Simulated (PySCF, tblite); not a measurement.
# C4H12BNS: geometry, infrared bands and NMR shifts

Aim: predict the infrared bands and NMR shifts of C4H12BNS (`C[B@@H-]1NCC[S@@+]1C`).

Computed with tblite 0.8.0 and PySCF 2.14.0, with density-fitted response routines of our own, on a single molecule in the gas phase. Atoms count from 0, in the outputs and in this text.

### Step 1. Starting geometry

19 atoms, charge 0, multiplicity 1; geometry from: force field or distance geometry start.

Bonds of the start (Å): C0–B1 1.58, B1–N2 1.49, N2–C3 1.41, C3–C4 1.51, C4–S5 1.79, S5–C6 1.76, S5–B1 1.87, C0–H7 1.11, C0–H8 1.10, C0–H9 1.11, B1–H10 1.19, N2–H11 1.06, C3–H12 1.11, C3–H13 1.12, C4–H14 1.11, C4–H15 1.10, C6–H16 1.13, C6–H17 1.11, C6–H18 1.10.

### Step 2. Optimising the geometry with GFN2-xTB

What the job is given:

```
{"job": {"kind": "relax", "xc": "GFN2-xTB", "basis": "xTB"}, "charge": 0, "multiplicity": 1}
C     -0.576800     2.139700     0.596700
B     -0.253500     0.908800    -0.332000
N     -1.431800     0.136000    -0.828000
C     -1.490500    -1.167300    -0.306400
C     -0.110400    -1.780300    -0.260100
S      0.700600    -0.424100     0.571700
C      2.432100    -0.355100     0.272700
H     -0.662400     1.822600     1.659600
H      0.203700     2.898600     0.445000
H     -1.550200     2.575900     0.275100
H      0.361100     1.275600    -1.287600
H     -2.303700     0.642800    -0.486900
H     -2.125100    -1.863400    -0.902200
H     -1.900900    -1.194300     0.735900
H      0.270800    -1.879200    -1.298600
H     -0.081300    -2.709600     0.325400
H      2.938800    -0.645300     1.234600
H      2.779900     0.679500     0.070600
H      2.790000    -1.051700    -0.492800
```

On the command line:

```
$ OMP_NUM_THREADS=1 python probes_run.py task.json out
```

The driver reads the jobs from task.json and runs them one after another.

**Question.** This job is followed by: GFN2-xTB harmonic vibrations, gas phase; GIAO PBE0/pcSseg-1 NMR shielding, non-relativistic, gas phase. Predict these results of the whole session: strongest single infrared mode (GFN2-xTB); zero-point energy (GFN2-xTB); 13C shifts against TMS (PBE0/pcSseg-1); 1H shifts against TMS (PBE0/pcSseg-1); 11B shifts against BF3·OEt2 (PBE0/pcSseg-1); 15N shifts against NH3 (PBE0/pcSseg-1); 33S shifts against CS2 (PBE0/pcSseg-1).

The runs gave:

| quantity | value |
| --- | --- |
| strongest single infrared mode (GFN2-xTB) | 1480 cm⁻¹, 249 km/mol |
| zero-point energy (GFN2-xTB) | 100.0 kcal/mol |
| 13C shifts against TMS (PBE0/pcSseg-1) | 54.5, 46.2, 24.5, 6.7 ppm |
| 1H shifts against TMS (PBE0/pcSseg-1) | 5.48, 5.03, 3.61, 3.19, 2.78, 2.65, 2.27, 2.05, 1.86, 0.56, 0.42, 0.08 ppm |
| 11B shifts against BF3·OEt2 (PBE0/pcSseg-1) | 40.2 ppm |
| 15N shifts against NH3 (PBE0/pcSseg-1) | 142.3 ppm |
| 33S shifts against CS2 (PBE0/pcSseg-1) | -70 ppm |

**Reading.** Over 166 steps the energy fell by 1.709 eV; of the close pairs, B1–S5 changed most, 1.872 to 4.272 Å. No mode is imaginary among the 51: a minimum at this level. The strongest single mode, at 1480 cm⁻¹, is carried by N2, B1, H11. Unscaled tight-binding wavenumbers are off by several per cent, some by more. Its intensities can rank the bands wrongly. The structure rearranged or came apart on optimisation; the results belong to the end geometry, not to the formula as drawn. Shifts at one fixed geometry are not the observed spectrum, which averages over the motion. At PBE0/pcSseg-1: The widest tensor belongs to S5: span 327 ppm, with a paramagnetic part of -483 ppm.
